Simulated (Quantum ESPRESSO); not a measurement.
# ZrTaTe4 (P-3m1) in Quantum ESPRESSO: further runs

Aim: see how the results for ZrTaTe4 move with the level of theory and the settings. Levels: PBEsol, LDA. Tasks: band structure.

Program: Quantum ESPRESSO 7.5. These are calculated values, not measurements. Logs are shortened: lines on timing, memory, paths and dates and some standing lists are left out, and cuts for length are marked.

## Step 1: The crystal as given

Symmetry: P-3m1, No. 164, trigonal system. Conventional cell: a = 3.833 Å, b = 3.833 Å, c = 14.508 Å, α = 90.00°, β = 90.00°, γ = 120.00°. Around Ta (site symmetry -3m) lie 6 Te at 2.83 Å. Te (site symmetry 3m) has 3 Ta at 2.83 Å as nearest neighbours. Te (site symmetry 3m) has 3 Zr at 2.90 Å as nearest neighbours. Zr (site symmetry -3m) has 6 Te at 2.90 Å as nearest neighbours.

The cell comes from a database or a generator and needn't be the stable form of this composition.

## Step 2: Band structure, PBEsol

pw.in

```
&CONTROL
  calculation = 'scf'
  prefix = 'pwscf'
  outdir = './tmp'
  pseudo_dir = './pseudo'
  tprnfor = .true.
  tstress = .true.
  disk_io = 'low'
/
&SYSTEM
  ibrav = 0
  celldm(1) = 8
  nat = 6
  ntyp = 3
  ecutwfc = 56
  ecutrho = 448
  nbnd = 34
  occupations = 'smearing'
  smearing = 'fd'
  degauss = 0.00367493
/
&ELECTRONS
  conv_thr = 1.2d-09
  electron_maxstep = 120
  mixing_beta = 0.5
/
ATOMIC_SPECIES
Ta   180.9479 ta_pbesol_v1.uspp.F.UPF
Te   127.6000 te_pbesol_v1.uspp.F.UPF
Zr    91.2240 zr_pbesol_v1.uspp.F.UPF
CELL_PARAMETERS alat
  0.9053030884163   0.0000000000000   0.0000000000000
 -0.4526515442081   0.7840154727034   0.0000000000000
  0.0000000000000   0.0000000000000   3.4270672236723
ATOMIC_POSITIONS crystal
Ta     0.0000000000    0.0000000000    0.0000000000
Te     0.6666666667    0.3333333333    0.1219700000
Te     0.6666666667    0.3333333333    0.6286800000
Te     0.3333333333    0.6666666667    0.3713200000
Te     0.3333333333    0.6666666667    0.8780300000
Zr     0.0000000000    0.0000000000    0.5000000000
K_POINTS automatic
8 8 2 0 0 0
```

bands.in

```
&CONTROL
  calculation = 'bands'
  prefix = 'pwscf'
  outdir = './tmp'
  pseudo_dir = './pseudo'
  disk_io = 'low'
  verbosity = 'high'
/
&SYSTEM
  ibrav = 0
  celldm(1) = 8
  nat = 6
  ntyp = 3
  ecutwfc = 56
  ecutrho = 448
  nbnd = 34
  occupations = 'smearing'
  smearing = 'fd'
  degauss = 0.00367493
/
&ELECTRONS
  conv_thr = 1d-08
  electron_maxstep = 120
  mixing_beta = 0.5
  diago_full_acc = .true.
  startingwfc = 'random'
/
ATOMIC_SPECIES
Ta   180.9479 ta_pbesol_v1.uspp.F.UPF
Te   127.6000 te_pbesol_v1.uspp.F.UPF
Zr    91.2240 zr_pbesol_v1.uspp.F.UPF
CELL_PARAMETERS alat
  0.9053030884163   0.0000000000000   0.0000000000000
 -0.4526515442081   0.7840154727034   0.0000000000000
  0.0000000000000   0.0000000000000   3.4270672236723
ATOMIC_POSITIONS crystal
Ta     0.0000000000    0.0000000000    0.0000000000
Te     0.6666666667    0.3333333333    0.1219700000
Te     0.6666666667    0.3333333333    0.6286800000
Te     0.3333333333    0.6666666667    0.3713200000
Te     0.3333333333    0.6666666667    0.8780300000
Zr     0.0000000000    0.0000000000    0.5000000000
K_POINTS crystal
60
 0.0000000000  0.0000000000  0.0000000000 1
 0.0555555556  0.0000000000  0.0000000000 1
 0.1111111111  0.0000000000  0.0000000000 1
 0.1666666667  0.0000000000  0.0000000000 1
 0.2222222222  0.0000000000  0.0000000000 1
 0.2777777778  0.0000000000  0.0000000000 1
 0.3333333333  0.0000000000  0.0000000000 1
 0.3888888889  0.0000000000  0.0000000000 1
 0.4444444444  0.0000000000  0.0000000000 1
 0.5000000000  0.0000000000  0.0000000000 1
 0.4666666667  0.0666666667  0.0000000000 1
 0.4333333333  0.1333333333  0.0000000000 1
 0.4000000000  0.2000000000  0.0000000000 1
 0.3666666667  0.2666666667  0.0000000000 1
 0.3333333333  0.3333333333  0.0000000000 1
 0.3030303030  0.3030303030  0.0000000000 1
 0.2727272727  0.2727272727  0.0000000000 1
 0.2424242424  0.2424242424  0.0000000000 1
 0.2121212121  0.2121212121  0.0000000000 1
 0.1818181818  0.1818181818  0.0000000000 1
 0.1515151515  0.1515151515  0.0000000000 1
 0.1212121212  0.1212121212  0.0000000000 1
 0.0909090909  0.0909090909  0.0000000000 1
 0.0606060606  0.0606060606  0.0000000000 1
 0.0303030303  0.0303030303  0.0000000000 1
 0.0000000000  0.0000000000  0.0000000000 1
 0.0000000000  0.0000000000  0.5000000000 1
 0.0500000000  0.0000000000  0.5000000000 1
 0.1000000000  0.0000000000  0.5000000000 1
 0.1500000000  0.0000000000  0.5000000000 1
 0.2000000000  0.0000000000  0.5000000000 1
 0.2500000000  0.0000000000  0.5000000000 1
 0.3000000000  0.0000000000  0.5000000000 1
 0.3500000000  0.0000000000  0.5000000000 1
 0.4000000000  0.0000000000  0.5000000000 1
 0.4500000000  0.0000000000  0.5000000000 1
 0.5000000000  0.0000000000  0.5000000000 1
 0.4666666667  0.0666666667  0.5000000000 1
 0.4333333333  0.1333333333  0.5000000000 1
 0.4000000000  0.2000000000  0.5000000000 1
 0.3666666667  0.2666666667  0.5000000000 1
 0.3333333333  0.3333333333  0.5000000000 1
 0.3076923077  0.3076923077  0.5000000000 1
 0.2820512821  0.2820512821  0.5000000000 1
 0.2564102564  0.2564102564  0.5000000000 1
 0.2307692308  0.2307692308  0.5000000000 1
 0.2051282051  0.2051282051  0.5000000000 1
 0.1794871795  0.1794871795  0.5000000000 1
 0.1538461538  0.1538461538  0.5000000000 1
 0.1282051282  0.1282051282  0.5000000000 1
 0.1025641026  0.1025641026  0.5000000000 1
 0.0769230769  0.0769230769  0.5000000000 1
 0.0512820513  0.0512820513  0.5000000000 1
 0.0256410256  0.0256410256  0.5000000000 1
 0.0000000000  0.0000000000  0.5000000000 1
 0.5000000000  0.0000000000  0.5000000000 1
 0.5000000000  0.0000000000  0.2500000000 1
 0.5000000000  0.0000000000  0.0000000000 1
 0.3333333333  0.3333333333  0.0000000000 1
 0.3333333333  0.3333333333  0.5000000000 1
```

Potentials or basis: GBRV 1.5 PBEsol.

On the command line:

```
$ OMP_NUM_THREADS=1 mpirun -n 2 pw.x -nk 2 -in pw.in > pw.out
$ OMP_NUM_THREADS=1 mpirun -n 2 pw.x -nk 2 -in bands.in > bands.out
```

pw.out:

```text
This program is part of the open-source Quantum ESPRESSO suite
     for quantum simulation of materials; please cite
         "P. Giannozzi et al., J. Phys.:Condens. Matter 21 395502 (2009);
         "P. Giannozzi et al., J. Phys.:Condens. Matter 29 465901 (2017);
         "P. Giannozzi et al., J. Chem. Phys. 152 154105 (2020);
     in publications or presentations arising from this work. More details at

     Message from routine setup:
     using ibrav=0 with symmetry is DISCOURAGED, use correct ibrav instead

     K-points division:     npool     =       2
     Subspace diagonalization in iterative solution of the eigenvalue problem:
     a serial algorithm will be used

     G-vector sticks info
     --------------------
     sticks:   dense  smooth     PW     G-vecs:    dense   smooth      PW
     Sum        1627     817    241               199595    70547   10991

     Using Slab Decomposition

     bravais-lattice index     =            0
     lattice parameter (alat)  =       8.0000  a.u.
     unit-cell volume          =    1245.4068 (a.u.)^3
     number of atoms/cell      =            6
     number of atomic types    =            3
     number of electrons       =        49.00
     number of Kohn-Sham states=           34
     kinetic-energy cutoff     =      56.0000  Ry
     charge density cutoff     =     448.0000  Ry
     scf convergence threshold =      1.2E-09
     mixing beta               =       0.5000
     number of iterations used =            8  plain     mixing
     Exchange-correlation= SLA  PW   PSX  PSC
                           (   1   4  10   8   0   0   0)

     celldm(1)=   8.000000  celldm(2)=   0.000000  celldm(3)=   0.000000
     celldm(4)=   0.000000  celldm(5)=   0.000000  celldm(6)=   0.000000

     crystal axes: (cart. coord. in units of alat)
               a(1) = (   0.905303   0.000000   0.000000 )
               a(2) = (  -0.452652   0.784015   0.000000 )
               a(3) = (   0.000000   0.000000   3.427067 )

     reciprocal axes: (cart. coord. in units 2 pi/alat)
               b(1) = (  1.104602  0.637743 -0.000000 )
               b(2) = (  0.000000  1.275485  0.000000 )
               b(3) = (  0.000000 -0.000000  0.291795 )

     PseudoPot. # 1 for Ta read from file:
     ta_pbesol_v1.uspp.F.UPF
     Pseudo is Ultrasoft + core correction, Zval = 13.0
     Generated by new atomic code, or converted to UPF format
     Using radial grid of  921 points,  7 beta functions with:
                l(1) =   0
                l(2) =   0
                l(3) =   1
                l(4) =   1
                l(5) =   2
                l(6) =   2
                l(7) =   3
     Q(r) pseudized with  6 coefficients,  rinner =    1.300   1.300   1.300
                                                       1.300   1.300   1.300
                                                       1.300

     PseudoPot. # 2 for Te read from file:
     te_pbesol_v1.uspp.F.UPF
     Pseudo is Ultrasoft + core correction, Zval =  6.0
     Generated by new atomic code, or converted to UPF format
     Using radial grid of  891 points,  5 beta functions with:
                l(1) =   0
                l(2) =   0
                l(3) =   1
                l(4) =   1
                l(5) =   2
     Q(r) pseudized with  6 coefficients,  rinner =    1.800   1.800   1.800
                                                       1.800   1.800

     PseudoPot. # 3 for Zr read from file:
     zr_pbesol_v1.uspp.F.UPF
     Pseudo is Ultrasoft + core correction, Zval = 12.0
     Generated by new atomic code, or converted to UPF format
     Using radial grid of  887 points,  6 beta functions with:
                l(1) =   0
                l(2) =   0
                l(3) =   1
                l(4) =   1
                l(5) =   2
                l(6) =   2
     Q(r) pseudized with  6 coefficients,  rinner =    1.200   1.200   1.200
                                                       1.200   1.200

     atomic species   valence    mass     pseudopotential
     Ta               13.00   180.94790     Ta( 1.00)
     Te                6.00   127.60000     Te( 1.00)
     Zr               12.00    91.22400     Zr( 1.00)

     12 Sym. Ops., with inversion, found

   Cartesian axes

     site n.     atom                  positions (alat units)
         1        Ta     tau(   1) = (   0.0000000   0.0000000   0.0000000  )
         2        Te     tau(   2) = (   0.4526515   0.2613385   0.4179994  )
         3        Te     tau(   3) = (   0.4526515   0.2613385   2.1545286  )
         4        Te     tau(   4) = (  -0.0000000   0.5226770   1.2725386  )
         5        Te     tau(   5) = (  -0.0000000   0.5226770   3.0090678  )
         6        Zr     tau(   6) = (   0.0000000   0.0000000   1.7135336  )

     number of k points=    20  Fermi-Dirac smearing, width (Ry)=  0.0037
                       cart. coord. in units 2pi/alat
        k(    1) = (   0.0000000   0.0000000   0.0000000), wk =   0.0156250
        k(    2) = (   0.0000000   0.0000000  -0.1458973), wk =   0.0156250
        k(    3) = (   0.0000000   0.1594356   0.0000000), wk =   0.0937500
        k(    4) = (   0.0000000   0.1594356  -0.1458973), wk =   0.0937500
        k(    5) = (   0.0000000   0.3188713   0.0000000), wk =   0.0937500
        k(    6) = (   0.0000000   0.3188713  -0.1458973), wk =   0.0937500
[... 12 lines left out ...]
        k(   19) = (   0.2761506   0.6377425   0.0000000), wk =   0.0937500
        k(   20) = (   0.2761506   0.6377425  -0.1458973), wk =   0.0937500

     Dense  grid:   199595 G-vectors     FFT dimensions: (  50,  50, 192)

     Smooth grid:    70547 G-vectors     FFT dimensions: (  36,  36, 135)

     Initial potential from superposition of free atoms

     starting charge      48.9962, renormalised to      49.0000

     negative rho (up, down):  1.536E-01 0.000E+00
     Starting wfcs are   42 randomized atomic wfcs

     Self-consistent Calculation

     iteration #  1     ecut=    56.00 Ry     beta= 0.50
     Davidson diagonalization with overlap
     ethr =  1.00E-02,  avg # of iterations =  2.5

     negative rho (up, down):  1.561E-01 0.000E+00

     total energy              =    -346.53270120 Ry
     estimated scf accuracy    <       0.55288710 Ry

     iteration #  2     ecut=    56.00 Ry     beta= 0.50
     Davidson diagonalization with overlap
     ethr =  1.13E-03,  avg # of iterations =  8.2
[... 37 lines left out ...]
     negative rho (up, down):  1.601E-01 0.000E+00

     total energy              =    -346.87053513 Ry
     estimated scf accuracy    <       0.00194049 Ry

     iteration #  7     ecut=    56.00 Ry     beta= 0.50
     Davidson diagonalization with overlap
     c_bands:  1 eigenvalues not converged
     ethr =  3.96E-06,  avg # of iterations =  6.2

     negative rho (up, down):  1.601E-01 0.000E+00

     total energy              =    -346.87072295 Ry
     estimated scf accuracy    <       0.00012485 Ry

     iteration #  8     ecut=    56.00 Ry     beta= 0.50
     Davidson diagonalization with overlap
     ethr =  2.55E-07,  avg # of iterations =  2.5
[... 42 lines left out ...]
     iteration # 13     ecut=    56.00 Ry     beta= 0.50
     Davidson diagonalization with overlap
     ethr =  4.97E-11,  avg # of iterations =  4.0

     negative rho (up, down):  1.600E-01 0.000E+00

     End of self-consistent calculation

          k = 0.0000 0.0000 0.0000 (  8795 PWs)   bands (ev):

   -61.2698 -41.6294 -27.7172 -27.7172 -27.5974 -19.6909 -19.6340 -19.6340
    -4.9933  -4.1842  -3.9721  -3.4171   2.2545   3.5031   4.9765   5.0668
     5.0668   6.0305   6.0305   6.9671   7.6116   7.6116   7.6155   7.9771
     7.9771   8.4297   8.4297   8.5380   8.5769   8.5769  11.2028  11.2028
    11.6162  11.6162

          k = 0.0000 0.0000-0.1459 (  8862 PWs)   bands (ev):
[... 49 lines left out ...]
   -61.2684 -41.6206 -27.7703 -27.7299 -27.5867 -19.7640 -19.6635 -19.6598
    -3.7482  -3.4205  -3.1112  -2.8743   2.5068   3.3688   3.4713   3.8789
     4.4272   4.8487   5.0134   5.2568   5.8013   6.1726   6.3734   6.8614
     7.0421   7.5526   8.9764   9.1788   9.9808  10.0566  10.5433  11.1585
    11.3900  11.5941

          k = 0.0000-0.6377 0.0000 (  8822 PWs)   bands (ev):

   -61.2682 -41.6191 -27.7793 -27.7321 -27.5848 -19.7859 -19.6686 -19.6545
    -3.5085  -3.2325  -2.9619  -2.6595   1.9309   2.8652   3.2959   3.9834
     4.4088   4.8923   4.9137   5.1240   5.6932   6.1550   6.3876   6.7429
     7.0481   7.4179   9.0064   9.2719  10.1453  10.2376  10.5463  11.1246
    11.2049  11.5323

          k = 0.0000-0.6377-0.1459 (  8808 PWs)   bands (ev):

   -61.2682 -41.6191 -27.7793 -27.7321 -27.5848 -19.7859 -19.6686 -19.6545
    -3.5079  -3.2354  -2.9578  -2.6616   1.9331   2.8600   3.3507   3.8345
     4.4754   4.8222   4.9150   5.4713   5.6838   5.8015   6.4108   6.8383
     7.0294   7.4304   9.0064   9.2719  10.1454  10.2850  10.4227  11.1094
    11.2339  11.6295

          k = 0.1381 0.2392 0.0000 (  8835 PWs)   bands (ev):

   -61.2692 -41.6253 -27.7409 -27.7241 -27.5924 -19.6923 -19.6767 -19.6501
    -4.4826  -3.7470  -3.7168  -3.2133   2.8748   3.8464   4.0375   4.6771
     4.8855   5.3518   5.5841   5.8464   6.1698   6.2079   6.5760   7.0872
     7.6297   8.3832   8.5937   9.0268   9.1555   9.8299  10.4093  10.4748
    10.9086  11.3260
[... 67 lines left out ...]
   -61.2680 -41.6180 -27.7681 -27.7514 -27.5836 -19.7577 -19.7164 -19.6509
    -3.2735  -3.1974  -2.7407  -2.6458   2.5476   3.3708   3.5071   3.7648
     3.9905   4.5097   4.6052   4.8864   5.1068   5.1303   5.3460   5.5870
     8.1728   8.8461   8.8606   9.0022   9.6737   9.8932  10.3622  10.9122
    10.9696  11.5475

     the Fermi energy is     7.6120 ev

!    total energy              =    -346.87074354 Ry
     estimated scf accuracy    <          9.3E-10 Ry
     smearing contrib. (-TS)   =      -0.00347617 Ry
     internal energy E=F+TS    =    -346.86726737 Ry

     The total energy is F=E-TS. E is the sum of the following terms:
     one-electron contribution =    -139.18319919 Ry
     hartree contribution      =      84.38443221 Ry
     xc contribution           =    -116.97743141 Ry
     ewald contribution        =    -175.09106899 Ry

     convergence has been achieved in  13 iterations

     negative rho (up, down):  1.600E-01 0.000E+00

     Forces acting on atoms (cartesian axes, Ry/au):

     atom    1 type  1   force =     0.00000000    0.00000000    0.00000000
     atom    2 type  2   force =     0.00000000    0.00000000   -0.00927762
     atom    3 type  2   force =    -0.00000000   -0.00000000   -0.00565593
     atom    4 type  2   force =     0.00000000   -0.00000000    0.00565593
     atom    5 type  2   force =    -0.00000000   -0.00000000    0.00927762
     atom    6 type  3   force =     0.00000000    0.00000000    0.00000000

     Total force =     0.015366     Total SCF correction =     0.000034

     Computing stress (Cartesian axis) and pressure

     negative rho (up, down):  1.600E-01 0.000E+00
          total   stress  (Ry/bohr**3)                   (kbar)     P=      -29.51
  -0.00021076   0.00000000  -0.00000000          -31.00        0.00       -0.00
   0.00000000  -0.00021076  -0.00000000            0.00      -31.00       -0.00
   0.00000000   0.00000000  -0.00018025            0.00        0.00      -26.52

=------------------------------------------------------------------------------=
   JOB DONE.
=------------------------------------------------------------------------------=
```

Run time: 6.8 min. Hardware: 2 MPI ranks of Arm Neoverse V1, shared host; peak memory 1.5 GiB.

What came out:

- Free energy: -4719.4169 eV
- Pressure: -3.0 GPa
- Largest force: 0.239 eV/Å
- Band gap on the k mesh: none (metal or under the smearing width)

Forces in eV/Å, atoms in the order of the input:
```
Ta   0.000  0.000  0.000
Te   0.000  0.000 -0.239
Te   0.000  0.000 -0.145
Te   0.000  0.000  0.145
Te   0.000  0.000  0.239
Zr   0.000  0.000  0.000
```

Stress tensor (GPa, compression positive):
```
-3.10  0.00  0.00
 0.00 -3.10  0.00
 0.00  0.00 -2.65
```

Levels at the corners of the path, in eV from the Fermi level:
```tsv
point	band 21	band 22	band 23	band 24	band 25	band 26	band 27	band 28
Γ	0.00	0.00	0.00	0.37	0.37	0.82	0.82	0.93
M	-1.92	-1.46	-1.22	-0.87	-0.56	-0.19	1.39	1.66
K	-2.68	-2.42	-2.18	-2.18	0.74	1.12	1.12	1.93
Γ	0.00	0.00	0.00	0.37	0.37	0.82	0.82	0.93
A	0.00	0.00	0.34	0.37	0.37	0.81	0.81	0.93
L	-1.93	-1.81	-1.20	-0.77	-0.58	-0.18	1.39	1.66
H	-2.66	-2.49	-2.20	-2.20	0.74	1.19	1.19	1.78
A	0.00	0.00	0.34	0.37	0.37	0.81	0.81	0.93
L	-1.93	-1.81	-1.20	-0.77	-0.58	-0.18	1.39	1.66
M	-1.92	-1.46	-1.22	-0.87	-0.56	-0.19	1.39	1.66
K	-2.68	-2.42	-2.18	-2.18	0.74	1.12	1.12	1.93
H	-2.66	-2.49	-2.20	-2.20	0.74	1.19	1.19	1.78
```

Caveat: some levels on the path didn't converge; spin-orbit coupling is left out, which moves the levels of the heavy elements; this functional lacks dispersion, which binds the layers, so the pressure and a relaxed spacing across them are unreliable.

[end of part 1 of 2]
